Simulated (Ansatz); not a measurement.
# AlFH2Se: rigid scan of one bond length, by script

How does the energy of AlFH2Se change as one bond is stretched? A script is to give a rigid scan of one bond length; the system is AlFH2Se.

Computed with the Python package of Ansatz 0.2.0. Level of theory: PBE0/def2-SVP.

## 1. The system

Bond lengths: F1–Al2 1.764 Å, Al2–Se3 2.389 Å, Al2–H4 1.599 Å, Se3–H5 1.517 Å. Angles: F1–Al2–Se3 120.5°, F1–Al2–H4 121.7°, Se3–Al2–H4 117.7°, Al2–Se3–H5 91.8°.

The script holds or builds the structure itself.

## 2. The code

File scan_alfh2se.py:

```python
"""Potential curve of AlFH2Se along one bond."""

import logging
import sys
import warnings

import ansatz
import numpy as np

logging.basicConfig(stream=sys.stdout, format="%(levelname)s:%(name)s:%(message)s")
log = logging.getLogger("ansatz_job")
log.setLevel(logging.INFO)

GEOMETRY = """
F    -1.55980   -0.40480    1.44110
Al   -0.21640   -0.59450    0.31400
Se    1.28600    1.21730   -0.09780
H     0.07670   -1.98540   -0.41810
H     0.46340    1.69380   -1.28060
"""

warnings.simplefilter("ignore", ansatz.DeckWarning)

molecule = ansatz.Crystal.molecule()
for line in GEOMETRY.strip().splitlines():
    symbol, *xyz = line.split()
    molecule = molecule.atom(symbol, [float(v) for v in xyz])

symbols = [site.symbol for site in molecule.cartesian_sites]
start = np.array([site.position_ang for site in molecule.cartesian_sites])
axis = (start[3] - start[1]) / np.linalg.norm(start[3] - start[1])
moving = [3]
lengths, energies = [1.36, 1.47, 1.6, 1.76, 2.0, 2.4, 2.88, 3.52], []
for length in lengths:
    xyz = start.copy()
    xyz[moving] += (length - np.linalg.norm(start[3] - start[1])) * axis
    point = ansatz.Crystal.molecule()
    for symbol, xyz in zip(symbols, xyz):
        point = point.atom(symbol, xyz.tolist())
    calculation = point.calculation()
    calculation = calculation.basis(gaussian="def2-SVP")
    calculation = calculation.functional("pbe0")
    report = calculation.run(threads=1, pin="off").report
    energies.append(report["free_energy_ev"])
    log.info(f"r = {length:6.3f} A  E = {energies[-1]:.5f} eV  <S^2> = {abs(report['mean_field']['state']['spin_squared']):.3f}")

print("energy above the lowest point (eV):", [round(e - min(energies), 3) for e in energies])
```

## 3. The run

Started as:

```
> python scan_alfh2se.py
```

**Question.** What results will this script give? Wanted: range of energy; lowest point, distance.

**Answer**, as computed:

| quantity | value |
| --- | --- |
| runs compared | 8 |
| range of energy | 4.225 eV |
| lowest point, distance (Å) | 1.60 |

The curve has its lowest point inside the range, at 1.60. The ends stand 0.426 and 4.23 eV above it. The distance scanned is the script's pair 1, 3. Total energies depend on the basis set; only differences at equal settings carry meaning. The rest of the molecule is held rigid at a force-field or estimated start geometry, and the basis set is modest; single-reference methods fail as a bond breaks.
